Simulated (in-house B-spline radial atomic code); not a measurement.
**Sc¹⁷⁺: RPA and G0W0 on different mean-field starts**

G0W0 and RPA are one-shot methods. How much does the choice of start matter for Sc¹⁷⁺?

The numbers are computed with an in-house B-spline radial atomic code, version 1 (RPA, second order, AC-SOSEX and G0W0 (contour deformation) on a scalar-relativistic mean field, all electrons; no spin-orbit coupling, Breit or QED terms, no two-electron picture change), except any that are marked as measured or tabulated.

## Step 1: The system

- element: scandium (Z = 21)
- charge: +17
- electrons: 4
- configuration: [He] 2s2
- next ion, run as well: [He] 2s1
- Hamiltonian: scalar-relativistic (spin-free one-electron X2C), finite nucleus
- starts: Hartree-Fock, PBE, r2SCAN, SCAN, LC-ωPBE

Outer shells as boxes (Hund's rule):

Sc17+
```
[He] core
2s [↑↓]
```

## Step 2: The run with the Hartree-Fock start

Settings, as recorded:

```ini
Z = 21
electrons = 4.0
configuration = [He] 2s2
hamiltonian = x2c
method = hf
lmax = 9
rms_radius = 3.5459
spin_polarised = False
box_radius = 4.58
intervals = 65
```

Started as:

```console
$ python run_gw.py task.json out
```

One command runs all members of the session, one after another, from task.json.

After this run come: The run with the PBE start; The run with the r2SCAN start; The run with the SCAN start; The run with the LC-ωPBE start.

What does the calculation give? Wanted: highest level, mean field; highest level, G0W0; RPA correlation energy; RPA+SOSEX.

As calculated:

```
                                       quantity                                                                value
highest level, mean field (range over the runs)                                                -1207.6 to -1179.2 eV
      highest level, G0W0 (range over the runs)                                                -1214.4 to -1212.7 eV
                         RPA correlation energy                                           -0.5083 to -0.3335 hartree
                                      RPA+SOSEX                                           -0.2575 to -0.1702 hartree
    semi-empirical ionisation energy (2s shell)  1213.1 ± 0.4 eV (NIST Atomic Spectra Database, ionization energies)
            G0W0 removal energy less that value                                                   -0.414 to +1.28 eV
```

In words: G0W0 turns a spread of 28.3 eV among the starts into one of 1.7 eV, 6.0 % of it. On the semilocal starts the correction is downwards, 33 to 35 eV, since their self-interaction lifts occupied levels. RPA gives the most correlation on PBE and the least on Hartree-Fock (34 % apart); over the runs it loosely follows the gap of the start, as smaller excitation energies give more correlation. Against the semi-empirical ionisation energy, 1213.1 ± 0.4 eV, G0W0 is nearest on Hartree-Fock (-0.41 eV) and farthest on PBE (+1.3 eV). Breit and QED terms, left out, are small for this s level; most of the miss belongs to G0W0 and the Hamiltonian used. Read as a removal energy, the bare PBE level is off by -33.9 eV (-2.8 %) and the nearest bare level, Hartree-Fock's, by -5.54 eV. As differences of total energies the mean miss over the starts is 4.6 eV for mean field, 1.2 eV for RPA, 1.1 eV for RPA+SOSEX.
